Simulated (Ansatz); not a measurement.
**BHLYP/def2-TZVPPD run of HBS (hydrogen boron sulfide)**

Aim: the electronic atomisation energy of HBS (hydrogen boron sulfide) at BHLYP/def2-TZVPPD, from 4 runs. 

The calculation is run with Ansatz 0.2.0.

56 further runs of the same task are left out: 3 that didn't finish, 53 set aside as unsound or not needed.

### 1 Starting point

The species is HBS (3 atoms), meant as a singlet with charge 0. SMILES: `B=S`. The coordinates come from a PBE0-D4/def2-TZVP relaxation.

Bond lengths: B1–S2 1.598 Å, B1–H3 1.175 Å. Angles: S2–B1–H3 180.0°.

### 2 A single-point energy at BHLYP/def2-TZVPPD

in.yaml reads:

```yaml
basis:
  gaussian:
    orbitals: def2-TZVPPD.json
crystal:
  periodic: [false, false, false]
  atoms:
    - symbol: B
      position_ang: [-0.038660, -0.014560, 0.134750]
    - symbol: S
      position_ang: [0.399170, 0.147640, -1.393290]
    - symbol: H
      position_ang: [-0.360510, -0.133080, 1.258530]
hamiltonian:
  xc: {name: BHLYP}
accuracy: high
output: {orbitals: {seedname: orbitals}}
```

The basis set def2-TZVPPD is read from a file made from the Basis Set Exchange's data (not shown).

Started as:

```sh
$ ansatz run in.yaml --threads 1 --pin off --max-ram 3480MiB --events-out events.jsonl --progress --plain --runs-dir runs
```

What it wrote:

```text
Warning: RAYON_NUM_THREADS=1 ignored (pool sized by the plan → 1); use --threads N
Functional definition: BHLYP
  name "BHLYP"
  parameter a = 0.5
  exchange = (1 - a)*b88_x + a*exact_x
  correlation = lyp_c
1398 factors; integrals over basis functions are off by at most 4.0e-9 eV
mean field evaluation 1: about -11527.6400 eV, gradient 1.6e1 eV
mean field evaluation 2: about -11528.0709 eV, gradient 1.0e1 eV
mean field evaluation 4: about -11528.2738 eV, gradient 1.0e0 eV
mean field evaluation 8: about -11528.2766 eV, gradient 2.9e-3 eV
mean field evaluation 16: about -11528.2766 eV, gradient 3.2e-7 eV
mean field -11528.27661969 eV, -423.6563516272 hartree, gradient 3.9e-8 eV, S^2 0.000000; 0 other end points of the search recorded, 0 dependent functions left out
reference -11528.27664166 eV, -423.6563524345 hartree; 11, 11 occupied and 94, 94 virtual orbitals, 1398 factors
Total energy: -11528.27664166 eV, -423.6563524345 hartree
```

It took 4.5 s on 1 thread of Arm Neoverse V1, shared host; peak memory 0.21 GiB.

### 3 The B atom at the same level

molecule.yaml reads:

```yaml
basis:
  gaussian:
    orbitals: def2-TZVPPD.json
crystal:
  periodic: [false, false, false]
  atoms:
    - symbol: B
      position_ang: [0.000000, 0.000000, 0.000000]
magnetization:
  spin_polarized: true
  initial_magnetization: 1
hamiltonian:
  xc: {name: BHLYP}
accuracy: high
```

The basis set def2-TZVPPD is read from a file made from the Basis Set Exchange's data (not shown).

Run the same way, it converges to -24.65383 Eh (log not shown).

### 4 The H atom at the same level

job.yaml reads:

```yaml
crystal:
  periodic: [false, false, false]
  atoms:
    - {symbol: H, position_ang: [0.000000, 0.000000, 0.000000]}
basis:
  gaussian:
    orbitals: def2-TZVPPD.json
magnetization:
  spin_polarized: true
  initial_magnetization: 1
hamiltonian:
  xc: {name: BHLYP}
accuracy: high
```

The basis set def2-TZVPPD is read from a file made from the Basis Set Exchange's data (not shown).

Run the same way, it converges to -0.49854 Eh (log not shown).

### 5 The S atom

job.yaml reads:

```yaml
crystal:
  periodic: [false, false, false]
  atoms:
    - {symbol: S, position_ang: [0.000000, 0.000000, 0.000000]}
basis:
  gaussian: {orbitals: def2-TZVPPD.json}
hamiltonian: {xc: {name: BHLYP}}
magnetization: {spin_polarized: true, initial_magnetization: 2}
accuracy: high
```

The basis set def2-TZVPPD is read from a file made from the Basis Set Exchange's data (not shown).

Run the same way, it converges to -398.12146 Eh (log not shown).

### 6 Summary of results

Level: BHLYP/def2-TZVPPD.

| quantity | value |
| --- | --- |
| molecule: total energy | -423.65635 Eh |
| molecule: HOMO energy | -9.46 eV |
| molecule: LUMO energy | -0.28 eV |
| molecule: HOMO–LUMO gap | 9.18 eV |
| B atom: total energy | -24.65383 Eh |
| B atom: ⟨S²⟩ | 0.755 |
| H atom: total energy | -0.49854 Eh |
| H atom: ⟨S²⟩ | 0.750 |
| S atom: total energy | -398.12146 Eh |
| S atom: ⟨S²⟩ | 2.005 |
| electronic atomisation energy | 10.409 eV |

What this shows: Taking the molecule apart into free atoms costs 10.41 eV (240 kcal/mol), before zero-point energy and without spin-orbit coupling.
